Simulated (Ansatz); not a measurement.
# HfN (P6_3/mmc): equation of state with a fit in Python

Aim: an equation of state with a fit, for HfN (P6_3/mmc), run from a script.

Computed with the Python package of Ansatz 0.2.0. Level of theory: DFT LDA, plane waves, PAW.

### 1 Starting point

The structure is hexagonal, space group P6_3/mmc (No. 194). Conventional cell: a = 3.134 Å, b = 3.134 Å, c = 5.417 Å, α = 90.00°, β = 90.00°, γ = 120.00°. Hf (site symmetry -6m2) has 6 N at 2.26 Å as nearest neighbours. Around N (site symmetry -3m) lie 6 Hf at 2.26 Å.

No structure file is read: the coordinates are typed or built in the script.

### 2 Script

Input file eos.py:

```python
"""Bulk modulus of HfN from an E(V) curve."""

import warnings

import ansatz as az
import numpy as np
from pymatgen.analysis.eos import EOS

SMEARING = "Methfessel-Paxton"
WIDTH_EV = 0.1
FUNCTIONAL = "lda"
KGRID = (8, 8, 4)

vectors0 = np.array([
    [3.13390802, 0.0, 0.0],
    [-1.56695401, 2.71404396, 0.0],
    [0.0, 0.0, 5.41676772],
])
sites = [
    ("Hf", (2 / 3, 1 / 3, 0.75)),
    ("Hf", (1 / 3, 2 / 3, 0.25)),
    ("N", (0.0, 0.0, 0.0)),
    ("N", (0.0, 0.0, 0.5)),
]


def build(cell):
    crystal = az.Crystal(lattice=az.Lattice.of(cell))
    for symbol, position in sites:
        crystal = crystal.atom(symbol, position)
    return crystal

warnings.simplefilter("ignore", az.DeckWarning)

# scale the volume, keep shape and fractions
volumes, energies = [], []
for scale in np.linspace(0.9, 1.1, 9):
    cell = vectors0 * scale ** (1 / 3)
    base = (
        build(cell).calculation()
        .pseudopotentials("paw")
        .occupations(SMEARING, width=WIDTH_EV)
        .basis(31 * az.Ry)
        .functional(FUNCTIONAL)
        .kpoints(*KGRID)
    )
    data = base.run(threads=1, backend="cpu").report
    volumes.append(abs(np.linalg.det(cell)) / len(sites))
    energies.append(data["free_energy_ev"] / len(sites))
    print(f"V = {volumes[-1]:8.4f} A^3/atom  F = {energies[-1]:.5f} eV/atom")

for form in ["murnaghan", "vinet", "birch_murnaghan"]:
    fit = EOS(eos_name=form).fit(volumes, energies)
    print(f"{form:18s} V0 {fit.v0:8.4f} A^3/atom  B0 {fit.b0_GPa:7.1f} GPa  B1 {fit.b1:5.2f}")
```

### 3 The input behind the calls

The package turns the script's settings into the engine's input (first run):

```yaml
crystal:
  lattice:
    - [3.0257549256404475, 0.0, 0.0]
    - [-1.5128774628202237, 2.6203806327330263, 0.0]
    - [0.0, 0.0, 5.22983173253444]
  atoms:
    - { symbol: Hf, position: [0.6666666666666666, 0.3333333333333333, 0.75] }
    - { symbol: Hf, position: [0.3333333333333333, 0.6666666666666666, 0.25] }
    - { symbol: "N", position: [0.0, 0.0, 0.0] }
    - { symbol: "N", position: [0.0, 0.0, 0.5] }
basis:
  ecutwfc: 421.77648681281397
kpoints:
  mp_grid:
    grid: [8, 8, 4]
hamiltonian:
  xc: lda
  pseudopotentials:
    kind: paw
scf:
  occupations:
    method: methfessel_paxton
    width: 0.1
```

### 4 The run

Run with:

```console
$ python eos.py
```

**Question.** Where does the minimum lie against the volume typed, and how stiff is the crystal?

**Answer**, as computed:

| quantity | value |
| --- | --- |
| runs compared | 9 |
| range of energy | 149.49 meV/atom |
| lowest point, volume (Å³/atom) | 11.230 |
| equilibrium volume (fit) | 11.16 Å³/atom |
| bulk modulus (fit) | 293 GPa |

**Reading.** A third-order Birch-Murnaghan fit through the 9 points has its minimum at 11.16 Å³ an atom, 3.1 % below the typed cell, with a bulk modulus of 293 GPa and dB/dP = 4.1. From that minimum the energy rises by 59.1 meV an atom on the compressed side and 149.9 meV on the expanded side. Caveats:
- The run is spin-unpolarised.
- Shape and fractional positions are held along the curve, so the bulk modulus is an upper value where they are free to relax.
- For a metal this k-point mesh is coarse: on a finer one energies can move by several to tens of meV an atom and pressures by half a GPa or more, differences at one mesh by less.
- Spin-orbit coupling, which matters for elements this heavy, is left out.
- This cell is a computed structure, which may not be the phase found in nature.
